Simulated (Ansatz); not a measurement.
# C₃H₃BClFO₂: basis-set convergence

An exercise on one series of results from a longer session: the logs are not shown, and one member is left open.

Program: Ansatz 0.2.0, Gaussian basis. Level of theory: one geometry, several basis sets. These are calculated values, not measurements.

Plan: PBE0-D4/def2-SVP; ωB97M-V/def2-SVP; PBE0-D4/def2-QZVPP; ωB97M-V/def2-QZVPP; the functionals' def2-TZVPP values are taken from earlier runs.

### Structure used throughout

The geometry comes from an earlier relaxation with PBE0-D4 in a triple-zeta def2 set; it is a stationary point, not always the lowest conformer.

SMILES `F[B-]1(Cl)OC=CC=[O+]1`, 11 atoms, charge 0, spin multiplicity 1.

Atoms are counted from 1 here; the program's logs count them from 0.

Bond lengths: F1–B2 1.344 Å, B2–Cl3 1.832 Å, B2–O4 1.510 Å, B2–O8 1.510 Å, O4–C5 1.272 Å, C5–C6 1.383 Å, C5–H9 1.090 Å, C6–C7 1.383 Å, C6–H10 1.079 Å, C7–O8 1.272 Å, C7–H11 1.090 Å. Angles: F1–B2–Cl3 114.8°, F1–B2–O4 108.9°, F1–B2–O8 108.9°, Cl3–B2–O4 107.9°, Cl3–B2–O8 107.9°, O4–B2–O8 108.3°, B2–O4–C5 121.1°, O4–C5–C6 123.6°, O4–C5–H9 115.0°, C6–C5–H9 121.3°, C5–C6–C7 116.6°, C5–C6–H10 121.4°, C7–C6–H10 121.4°, C6–C7–O8 123.6°, C6–C7–H11 121.3°, O8–C7–H11 115.0°, B2–O8–C7 121.1°.

The first run:

The input, in.yaml:

```yaml
crystal:
  periodic: [false, false, false]
  atoms:
    - {symbol: F, position_ang: [-1.209520, -2.298003, -0.554607]}
    - {symbol: B, position_ang: [-0.588146, -1.127135, -0.778494]}
    - {symbol: Cl, position_ang: [-0.361490, -0.704368, -2.546062]}
    - {symbol: O, position_ang: [-1.387362, -0.018971, -0.134860]}
    - {symbol: C, position_ang: [-0.810717, 0.967401, 0.424253]}
    - {symbol: C, position_ang: [0.549810, 1.021851, 0.667221]}
    - {symbol: C, position_ang: [1.268273, -0.135369, 0.427049]}
    - {symbol: O, position_ang: [0.776200, -1.166609, -0.131935]}
    - {symbol: H, position_ang: [-1.476357, 1.767683, 0.746196]}
    - {symbol: H, position_ang: [1.001118, 1.873904, 1.150572]}
    - {symbol: H, position_ang: [2.303490, -0.237285, 0.751268]}
basis:
  gaussian: {orbitals: def2-SVP}
hamiltonian: {xc: pbe0, dispersion: d4}
output: {orbitals: {seedname: orbitals}}
```

Run with:

```bash
$ ansatz run in.yaml --threads 4 --pin off --events-out ev --progress --plain --max-ram 11315MiB
```

Steps of the session up to this table: PBE0-D4 in def2-SVP; ωB97M-V in def2-SVP; PBE0-D4 in def2-QZVPP; ωB97M-V in def2-QZVPP.

One of the session's tables, all rows but one given; the rest of the session is left out.

It belongs to the step «Functionals by basis». 

```
functional       basis  HOMO (eV)  LUMO (eV)
   PBE0-D4    def2-SVP      -8.08      -2.94
   PBE0-D4  def2-TZVPP          ?          ?
   PBE0-D4  def2-QZVPP      -8.28      -3.03
   ωB97M-V    def2-SVP     -10.30      -0.73
   ωB97M-V  def2-TZVPP     -10.44      -0.84
   ωB97M-V  def2-QZVPP     -10.48      -0.89
```

Estimate the missing values for PBE0-D4, def2-TZVPP.

As computed: HOMO (eV): -8.25; LUMO (eV): -2.99. In the column «HOMO (eV)» it lies between PBE0-D4, def2-QZVPP (-8.28) and PBE0-D4, def2-SVP (-8.08).
